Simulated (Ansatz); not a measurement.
**TiRh3: single points about a listed cell**

A set of self-consistent runs on TiRh3 under swapped elements, distortions that keep the symmetry, other functionals, to map its energy surface near the listed cell.

Computed with Ansatz 0.2.0 (DFT PBEsol, scalar-relativistic, plane waves, PAW, unless a step's input says otherwise).

2 further runs of the same task are left out: 1 that didn't finish, 1 set aside as unsound or not needed.

## (1) Starting point

Symmetry: Pm-3m, No. 221, cubic system. The conventional cell has a = 3.822 Å, b = 3.822 Å, c = 3.822 Å, α = 90.00°, β = 90.00°, γ = 90.00°. Around Ti (site symmetry m-3m) lie 12 Rh at 2.70 Å. Rh (site symmetry 4/mmm) is surrounded by 4 Ti at 2.70 Å and 8 Rh at 2.70 Å.

As a file:

```
CELL_PARAMETERS angstrom
3.82200 0.00000 0.00000
0.00000 3.82200 0.00000
0.00000 0.00000 3.82200
ATOMIC_POSITIONS crystal
Ti 0.00000 0.00000 0.00000
Rh 0.00000 0.50000 0.50000
Rh 0.50000 0.00000 0.50000
Rh 0.50000 0.50000 0.00000
```

The structure comes from the Crystallography Open Database.

## (2) Substitution of an element, cell strained: Ti → Hf, first probe

The change: Hf takes all sites of Ti, and lengths are scaled by 1.015 as a first guess of the size; strain xx, yy, zz, yz, xz, xy = +3.3, +3.3, +3.3, +0.0, +0.0, +0.0 %.

Input file input.yaml:

```yaml
crystal:
  lattice:
    - [4.0105478693, 0.0, 0.0]
    - [0.0, 4.0105478693, 0.0]
    - [0.0, 0.0, 4.0105478693]
  atoms:
    - { symbol: Hf, position: [0.0, 0.0, 0.0] }
    - { symbol: Rh, position: [0.0, 0.5, 0.5] }
    - { symbol: Rh, position: [0.5, 0.0, 0.5] }
    - { symbol: Rh, position: [0.5, 0.5, 0.0] }
basis:
  ecutwfc: 420
kpoints:
  mp_grid: { grid: [4, 4, 4] }
hamiltonian:
  xc: pbesol
scf:
  occupations: { method: gaussian, width: 0.1 }
output:
  forces: true
  stress: true
  eigenvalues: true
```

The run is started by

```console
$ ansatz run input.yaml --threads 1 --pin off --max-ram 1331MiB --backend cpu --events-out ev --progress --plain --runs-dir out
```

The log of the run, shortened:

```text
Warning: RAYON_NUM_THREADS=1 ignored (pool sized by the plan → 1); use --threads N
[...]
Pseudopotentials: kind: paw
Pseudopotential: Hf, paw, valence charge 26, recommended cutoff 420 eV (normal), Hf.paw.azcp
Pseudopotential: Rh, paw, valence charge 17, recommended cutoff 420 eV (normal), Rh.paw.azcp
Functional definition: PBEsol
[...]
Crystal: 4 atoms, lattice volume = 64.508 Å³
Basis set: ecut = 420 eV, 1237 PW (Γ), exchange–correlation on 54×54×54 points (8 copies of the dense FFT grid, shifted against one another)
Bands: 47, of which v1, the nominal top of the filled ones, is band 39 counted from 1 (38 counted from 0)
Symmetry: 48 space group operations
Space group: Pm-3m (ITA 221), of the structure as read, at distance tolerance 4.0e-5 Å
k-points: 10 of 64
[...]
SCF iter   1: F=—  HF=-34616.952405 eV  |F-HF|=—  |Δ(HF+E_count)|=         —  Δρ=1.95e-2  dr2=3.40e-1  ethr=1.77e-3  ⟨swp⟩=5.4  Hψ=1414  notcnv=0
[...]
SCF iter   8: F=-34616.908346 eV  HF=-34616.908346 eV  |F-HF|=2.41e-8  |Δ(HF+E_count)|=   3.09e-8  Δρ=5.24e-6  dr2=2.68e-8  ethr=1.30e-10  ⟨swp⟩=7.7  Hψ=1681  notcnv=0
[...]
SCF converged after 8 iterations
Free energy (F): -34616.908346 eV
[...]
E sigma→0 (E₀):  -34616.897851 eV
Entropy (-TS):   -0.020990 eV (-5.248 meV/atom)
Fermi energy:    20.415973 eV
[...]
--- Forces (eV/Å), atoms counted from 1 ---
  atom   1  Hf     0.00000000    -0.00000000     0.00000000
  atom   2  Rh     0.00000000     0.00000000     0.00000000
  atom   3  Rh     0.00000000    -0.00000000     0.00000000
  atom   4  Rh     0.00000000    -0.00000000     0.00000000
[...]
--- Stress (GPa, compression-positive) ---
      -17.635598       0.000000       0.000000
        0.000000     -17.635598       0.000000
        0.000000       0.000000     -17.635598
  P = ⅓ Tr σ = -17.6356 GPa (-176.356 kbar)
--- Band table (eV; the first three rows and the last of 10) ---
[...]
```

It took 4 s on 1 thread of an x86-64 CPU, shared host; peak memory 0.36 GiB.

## (3) Substitution of an element, cell strained: Ti → Hf

Changes to input.yaml since step 2:

```diff
@@ -13,3 +13,3 @@
 kpoints:
-  mp_grid: { grid: [4, 4, 4] }
+  mp_grid: { grid: [10, 10, 10] }
 hamiltonian:
```

The run is started by

```console
$ ansatz run input.yaml --threads 1 --pin off --max-ram 1331MiB --backend cpu --events-out ev --progress --plain --runs-dir out
```

The log of the run, shortened:

```text
Warning: RAYON_NUM_THREADS=1 ignored (pool sized by the plan → 1); use --threads N
[...]
[... 4 set-up lines as earlier in the session ...]
[...]
Crystal: 4 atoms, lattice volume = 64.508 Å³
Basis set: ecut = 420 eV, 1237 PW (Γ), exchange–correlation on 54×54×54 points (8 copies of the dense FFT grid, shifted against one another)
Bands: 47, of which v1, the nominal top of the filled ones, is band 39 counted from 1 (38 counted from 0)
[... 2 set-up lines as earlier in the session ...]
k-points: 56 of 1000
[...]
SCF iter   1: F=—  HF=-34616.908074 eV  |F-HF|=—  |Δ(HF+E_count)|=         —  Δρ=1.64e-2  dr2=2.03e-1  ethr=1.77e-3  ⟨swp⟩=5.3  Hψ=7926  notcnv=0
[...]
SCF iter   7: F=-34616.878996 eV  HF=-34616.878996 eV  |F-HF|=3.36e-8  |Δ(HF+E_count)|=   2.11e-7  Δρ=1.02e-5  dr2=7.53e-8  ethr=1.30e-10  ⟨swp⟩=7.9  Hψ=10954  notcnv=0
[...]
SCF converged after 7 iterations
Free energy (F): -34616.878996 eV
[...]
E sigma→0 (E₀):  -34616.869949 eV
Entropy (-TS):   -0.018093 eV (-4.523 meV/atom)
Fermi energy:    20.405949 eV
[...]
--- Forces (eV/Å), atoms counted from 1 ---
  atom   1  Hf     0.00000000    -0.00000000    -0.00000000
  atom   2  Rh     0.00000000    -0.00000000    -0.00000000
  atom   3  Rh     0.00000000    -0.00000000    -0.00000000
  atom   4  Rh     0.00000000    -0.00000000    -0.00000000
[...]
--- Stress (GPa, compression-positive) ---
      -17.574846      -0.000000       0.000000
        0.000000     -17.574846       0.000000
       -0.000000       0.000000     -17.574846
  P = ⅓ Tr σ = -17.5748 GPa (-175.748 kbar)
--- Band table (eV; the first three rows and the last of 56) ---
[...]
```

It took 12 s on 1 thread of an x86-64 CPU, shared host; peak memory 0.45 GiB.

## (4) Changed: dr2_threshold 1.0e-08, n_extra_bands 4, chi_scale 0.3

Changes to input.yaml since step 3:

```diff
@@ -18,5 +18,8 @@
   occupations: { method: gaussian, width: 0.1 }
+  convergence: { dr2_threshold: 1.0e-08 }
+  n_extra_bands: 4
+  initial_density: { chi_scale: 0.3 }
 output:
   forces: true
+  eigenvalues: true
   stress: true
-  eigenvalues: true
```

The run is started by

```console
$ ansatz run input.yaml --threads 1 --pin off --max-ram 1331MiB --backend cpu --events-out ev --progress --plain --runs-dir out
```

The log of the run, shortened:

```text
Warning: output.stress: scf.convergence.dr2_threshold = 1e-8 eV is looser than the 4e-10 eV advised for a printed stress (1e-10 eV for each atom of the cell: 4). What an SCF threshold leaves in a stress goes as its square root, and in the free energy as the threshold itself, and one [...]
Warning: RAYON_NUM_THREADS=1 ignored (pool sized by the plan → 1); use --threads N
scf.n_extra_bands = 4 over 39 filled bands (N_el = 77.0): the run solves 43 bands
[...]
[... 4 set-up lines as earlier in the session ...]
[...]
Crystal: 4 atoms, lattice volume = 64.508 Å³
Basis set: ecut = 420 eV, 1237 PW (Γ), exchange–correlation on 54×54×54 points (8 copies of the dense FFT grid, shifted against one another)
Bands: 43, of which v1, the nominal top of the filled ones, is band 39 counted from 1 (38 counted from 0)
[... 2 set-up lines as earlier in the session ...]
k-points: 56 of 1000
[...]
SCF iter   1: F=—  HF=-34735.154003 eV  |F-HF|=—  |Δ(HF+E_count)|=         —  Δρ=7.05e-1  dr2=6.89e2  ethr=3.10e-3  ⟨swp⟩=4.9  Hψ=9291  notcnv=0
[...]
SCF iter  12: F=-34616.878996 eV  HF=-34616.878996 eV  |F-HF|=1.14e-9  |Δ(HF+E_count)|=   6.28e-8  Δρ=1.70e-6  dr2=2.04e-9  ethr=1.30e-11  ⟨swp⟩=9.4  Hψ=12170  notcnv=0
[...]
SCF converged after 12 iterations
Free energy (F): -34616.878996 eV
[...]
E sigma→0 (E₀):  -34616.869948 eV
Entropy (-TS):   -0.018095 eV (-4.524 meV/atom)
Fermi energy:    20.405961 eV
[...]
--- Forces (eV/Å), atoms counted from 1 ---
  atom   1  Hf    -0.00000000     0.00000000     0.00000000
  atom   2  Rh     0.00000000     0.00000000     0.00000000
  atom   3  Rh     0.00000000    -0.00000000    -0.00000000
  atom   4  Rh    -0.00000000    -0.00000000     0.00000000
[...]
--- Stress (GPa, compression-positive) ---
      -17.575292       0.000000       0.000000
        0.000000     -17.575292       0.000000
       -0.000000       0.000000     -17.575292
  P = ⅓ Tr σ = -17.5753 GPa (-175.753 kbar)
--- Band table (eV; the first three rows and the last of 56) ---
[...]
```

Wall time 24 s (1 thread of an x86-64 CPU, shared host); peak memory 0.43 GiB.

| run | ending | energy change | pressure (GPa) | gap (eV) | force (eV/Å) | cycles | time |
| --- | --- | --- | --- | --- | --- | --- | --- |
| step 3 | converged | 0 | -17.6 | 0.00 | 0.00 | 7 | 12 s |
| variant | converged | 0.0 meV/atom | -17.6 | 0.00 | 0.00 | 12 | 24 s |

The changed convergence setting, band count and start doesn't alter the result here (within 0.5 meV/atom). Cost: 12 SCF cycles against 7, 24 s against 12 s.

## (5) Another functional, on a distorted cell: r2SCAN

The change: strain xx, yy, zz, yz, xz, xy = +0.3, +0.3, +0.3, +0.0, +0.0, +0.0 %.

Input file input.yaml:

```yaml
crystal:
  lattice:
    - [3.83285448, 0.0, 0.0]
    - [0.0, 3.83285448, 0.0]
    - [0.0, 0.0, 3.83285448]
  atoms:
    - { symbol: Ti, position: [0.0, 0.0, 0.0] }
    - { symbol: Rh, position: [0.0, 0.5, 0.5] }
    - { symbol: Rh, position: [0.5, 0.0, 0.5] }
    - { symbol: Rh, position: [0.5, 0.5, 0.0] }
basis:
  ecutwfc: 500
kpoints:
  mp_grid: { grid: [12, 12, 12] }
hamiltonian:
  xc: r2scan
scf:
  occupations: { method: gaussian, width: 0.1 }
output:
  forces: true
  stress: true
  eigenvalues: true
```

The run is started by

```console
$ ansatz run input.yaml --threads 1 --pin off --max-ram 1331MiB --backend cpu --events-out ev --progress --plain --runs-dir out
```

The log of the run, shortened:

```text
Warning: RAYON_NUM_THREADS=1 ignored (pool sized by the plan → 1); use --threads N
[...]
[... 1 set-up line as earlier in the session ...]
Pseudopotential: Ti, paw, valence charge 12, recommended cutoff 500 eV (meta_gga), Ti.paw.azcp
Pseudopotential: Rh, paw, valence charge 17, recommended cutoff 500 eV (meta_gga), Rh.paw.azcp
Functional definition: r2SCAN
[...]
Crystal: 4 atoms, lattice volume = 56.308 Å³
Basis set: ecut = 500 eV, 1365 PW (Γ), exchange–correlation on 120×120×120 points (64 copies of the dense FFT grid, shifted against one another)
Bands: 38, of which v1, the nominal top of the filled ones, is band 32 counted from 1 (31 counted from 0)
[... 1 set-up line as earlier in the session ...]
Space group: Pm-3m (ITA 221), of the structure as read, at distance tolerance 3.8e-5 Å
k-points: 84 of 1728
[...]
SCF iter   1: F=—  HF=-21752.889466 eV  |F-HF|=—  |Δ(HF+E_count)|=         —  Δρ=2.67e-2  dr2=6.00e-1  dr2_τ=6.20e-2  ethr=1.77e-3  ⟨swp⟩=5.3  Hψ=10172  notcnv=0
[...]
SCF iter   9: F=-21752.891644 eV  HF=-21752.891644 eV  |F-HF|=1.75e-9  |Δ(HF+E_count)|=   2.50e-8  Δρ=1.98e-6  dr2=4.05e-9  dr2_τ=7.43e-11  ethr=1.59e-10  ⟨swp⟩=8.0  Hψ=11118  notcnv=0
[...]
SCF converged after 9 iterations
Free energy (F): -21752.891644 eV
[...]
E sigma→0 (E₀):  -21752.883194 eV
Entropy (-TS):   -0.016901 eV (-4.225 meV/atom)
Fermi energy:    20.222130 eV
[...]
--- Forces (eV/Å), atoms counted from 1 ---
  atom   1  Ti    -0.00000000     0.00000000    -0.00000000
  atom   2  Rh     0.00000000     0.00000000     0.00000000
  atom   3  Rh     0.00000000    -0.00000000     0.00000000
  atom   4  Rh     0.00000000    -0.00000000     0.00000000
[...]
--- Stress (GPa, compression-positive) ---
       -2.371738       0.000000      -0.000000
        0.000000      -2.371738       0.000000
        0.000000       0.000000      -2.371738
  P = ⅓ Tr σ = -2.3717 GPa (-23.717 kbar)
--- Band table (eV; the first three rows and the last of 84) ---
[...]
```

Wall time 35 s (1 thread of an x86-64 CPU, shared host); peak memory 0.59 GiB.

## (6) A distortion that keeps the symmetry

The change: strain xx, yy, zz, yz, xz, xy = +0.8, +0.8, +0.8, +0.0, +0.0, +0.0 %.

Changes to input.yaml since step 5:

```diff
@@ -2,5 +2,5 @@
   lattice:
-    - [3.83285448, 0.0, 0.0]
-    - [0.0, 3.83285448, 0.0]
-    - [0.0, 0.0, 3.83285448]
+    - [3.85303464, 0.0, 0.0]
+    - [0.0, 3.85303464, 0.0]
+    - [0.0, 0.0, 3.85303464]
   atoms:
@@ -11,3 +11,3 @@
 basis:
-  ecutwfc: 500
+  ecutwfc: 420
 kpoints:
@@ -15,3 +15,3 @@
 hamiltonian:
-  xc: r2scan
+  xc: pbesol
 scf:
```

The run is started by

```console
$ ansatz run input.yaml --threads 1 --pin off --max-ram 1331MiB --backend cpu --events-out ev --progress --plain --runs-dir out
```

The log of the run, shortened:

```text
Warning: RAYON_NUM_THREADS=1 ignored (pool sized by the plan → 1); use --threads N
[...]
[... 1 set-up line as earlier in the session ...]
Pseudopotential: Ti, paw, valence charge 12, recommended cutoff 420 eV (normal), Ti.paw.azcp
[... 2 set-up lines as earlier in the session ...]
[...]
Crystal: 4 atoms, lattice volume = 57.202 Å³
Basis set: ecut = 420 eV, 1141 PW (Γ), exchange–correlation on 54×54×54 points (8 copies of the dense FFT grid, shifted against one another)
Bands: 38, of which v1, the nominal top of the filled ones, is band 32 counted from 1 (31 counted from 0)
[... 1 set-up line as earlier in the session ...]
Space group: Pm-3m (ITA 221), of the structure as read, at distance tolerance 3.9e-5 Å
k-points: 84 of 1728
[...]
SCF iter   1: F=—  HF=-21492.653832 eV  |F-HF|=—  |Δ(HF+E_count)|=         —  Δρ=1.60e-2  dr2=1.81e-1  ethr=1.77e-3  ⟨swp⟩=4.5  Hψ=9738  notcnv=0
[...]
SCF iter   6: F=-21492.632144 eV  HF=-21492.632144 eV  |F-HF|=3.85e-8  |Δ(HF+E_count)|=   1.95e-7  Δρ=1.30e-5  dr2=8.71e-8  ethr=1.59e-10  ⟨swp⟩=7.1  Hψ=12099  notcnv=0
[...]
SCF converged after 6 iterations
Free energy (F): -21492.632144 eV
[...]
E sigma→0 (E₀):  -21492.622694 eV
Entropy (-TS):   -0.018901 eV (-4.725 meV/atom)
Fermi energy:    19.776164 eV
[...]
--- Forces (eV/Å), atoms counted from 1 ---
  atom   1  Ti     0.00000000    -0.00000000     0.00000000
  atom   2  Rh     0.00000000     0.00000000    -0.00000000
  atom   3  Rh    -0.00000000    -0.00000000    -0.00000000
  atom   4  Rh    -0.00000000     0.00000000     0.00000000
[...]
--- Stress (GPa, compression-positive) ---
       -9.820018       0.000000       0.000000
        0.000000      -9.820018       0.000000
        0.000000       0.000000      -9.820018
  P = ⅓ Tr σ = -9.8200 GPa (-98.200 kbar)
--- Band table (eV; the first three rows and the last of 84) ---
[...]
```

Wall time 14 s (1 thread of an x86-64 CPU, shared host); peak memory 0.44 GiB.

## (7) All points side by side

| step | case | energy (meV/atom) | pressure (GPa) | largest force (eV/Å) | gap on the mesh (eV) |
| --- | --- | --- | --- | --- | --- |
| 3 | substitution of an element, cell strained: Ti → Hf | n/a | -17.6 | 0.00 | 0.00 |
| 5 | another functional, on a distorted cell: r2SCAN | n/a | -2.4 | 0.00 | 0.00 |
| 6 | a distortion that keeps the symmetry | +0.0 | -9.8 | 0.00 | 0.00 |

Energies are counted from step 6, with the smearing taken to zero. Other atoms or functionals have another zero of energy (n/a). A gap of 0.00 means none on the mesh at this level.

**Reading.** The runs treat Hf without spin-orbit coupling.
